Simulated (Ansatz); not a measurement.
# Li2BrF: how the settings move a single-point run

Question: which choices in the input matter for Li2BrF? The cell is built on a prototype (ordering on rocksalt) and needn't be the phase found in nature.

Method: reference: DFT, HSE06, plane waves, PAW, in Ansatz 0.2.0.

**1. The starting structure**

The structure is tetragonal, space group P4/mmm (No. 123). The conventional cell has a = 3.552 Å, b = 3.552 Å, c = 4.823 Å, α = 90.00°, β = 90.00°, γ = 90.00°. F (site symmetry 4/mmm) is surrounded by 6 Li at 2.41 to 2.51 Å. Li (site symmetry 4/mmm) is surrounded by 2 F at 2.41 Å and 4 Br at 2.51 Å. Br (site symmetry 4/mmm) has 6 Li at 2.41 to 2.51 Å as nearest neighbours. Li (site symmetry 4/mmm) has 2 Br at 2.41 Å and 4 F at 2.51 Å as nearest neighbours.

Coordinates:

```
F Li Br
1.0
     3.55246    0.00000    0.00000
     0.00000    3.55246    0.00000
     0.00000    0.00000    4.82329
F Li Br
1 2 1
Direct
  0.00000 0.00000 0.00000
  0.00000 0.00000 0.50000
  0.50000 0.50000 0.00000
  0.50000 0.50000 0.50000
```

**2. Baseline**

Contents of input.yaml:

```yaml
crystal:
  lattice:
    - [3.5524599019, 0.0, 0.0]
    - [0.0, 3.5524599019, 0.0]
    - [0.0, 0.0, 4.8232899083]
  atoms:
    - { symbol: F, position: [0.0, 0.0, 0.0] }
    - { symbol: Li, position: [0.0, 0.0, 0.5] }
    - { symbol: Br, position: [0.5, 0.5, 0.5] }
    - { symbol: Li, position: [0.5, 0.5, 0.0] }
kpoints:
  mp_grid: { grid: [4, 4, 2] }
hamiltonian:
  xc: hse06
scf:
  occupations: { method: fixed }
  n_extra_bands: 5
output:
  forces: true
  stress: true
  eigenvalues: true
```

Started as:

```bash
ansatz run input.yaml --threads 4 --pin off --max-ram 3686MiB --backend cpu --events-out ev --progress --plain --runs-dir out
```

**3. Changed: exchange pbe, correlation pbe, coeff 0.3, omega 0.5**

Edit input.yaml of step 2 so:

```diff
@@ -13,3 +13,3 @@
 hamiltonian:
-  xc: hse06
+  xc: { exchange: pbe, correlation: pbe, exx: { coeff: 0.3, omega: 0.5 } }
 scf:
```

**4. Changed: exchange pbe, correlation pbe, coeff 0.2**

Edit input.yaml of step 2 so:

```diff
@@ -13,3 +13,3 @@
 hamiltonian:
-  xc: hse06
+  xc: { exchange: pbe, correlation: pbe, exx: { coeff: 0.2 } }
 scf:
```

**5. Changing settings: ecutwfc 500**

Edit input.yaml of step 2 so:

```diff
@@ -21 +21,3 @@
   eigenvalues: true
+basis:
+  ecutwfc: 500
```

Q: Predict the outcome of this session. Wanted: for each run, ending; energy change; pressure; gap; force.

The runs gave:

| run | ending | energy change | pressure (GPa) | gap (eV) | force (eV/Å) | cycles | time |
| --- | --- | --- | --- | --- | --- | --- | --- |
| reference | converged | 0 | 0.3 | 6.79 | 0.00 | 12 | 8.7 s |
| 1: exchange pbe, correlation pbe, coeff 0.3, omega 0.5 | converged | not comparable | 0.3 | 6.33 | 0.00 | 12 | 8.8 s |
| 2: exchange pbe, correlation pbe, coeff 0.2 | converged | not comparable | 0.4 | 7.11 | 0.00 | 12 | 8.3 s |
| 3: ecutwfc 500 | converged | -1.2 meV/atom | 0.3 | 6.79 | 0.00 | 12 | 12 s |

Residual by cycle in the longest SCF loop of each run; runs are numbered as in the table. The quantity is the density residual dr2, in eV.

| cycle | reference | run 1 | run 2 | run 3 |
| --- | --- | --- | --- | --- |
| 1 | 0.0242 | 0.0336 | 0.0133 | 0.0226 |
| 2 | 0.00702 | 0.0102 | 0.00387 | 0.0049 |
| 3 | 0.00138 | 0.00157 | 9.2e-4 | 0.00154 |
| 4 | 7.3e-4 | 6.0e-4 | 6.3e-4 | 1.8e-4 |
| 5 | 8.8e-5 | 3.5e-5 | 1.0e-4 | 1.1e-4 |
| 6 | 3.0e-6 | 1.3e-6 | 4.7e-6 | 2.3e-7 |
| 7 | - | - | 9.4e-7 | - |

**Reading.** «ecutwfc 500» moves the energy by -1.2 meV/atom.
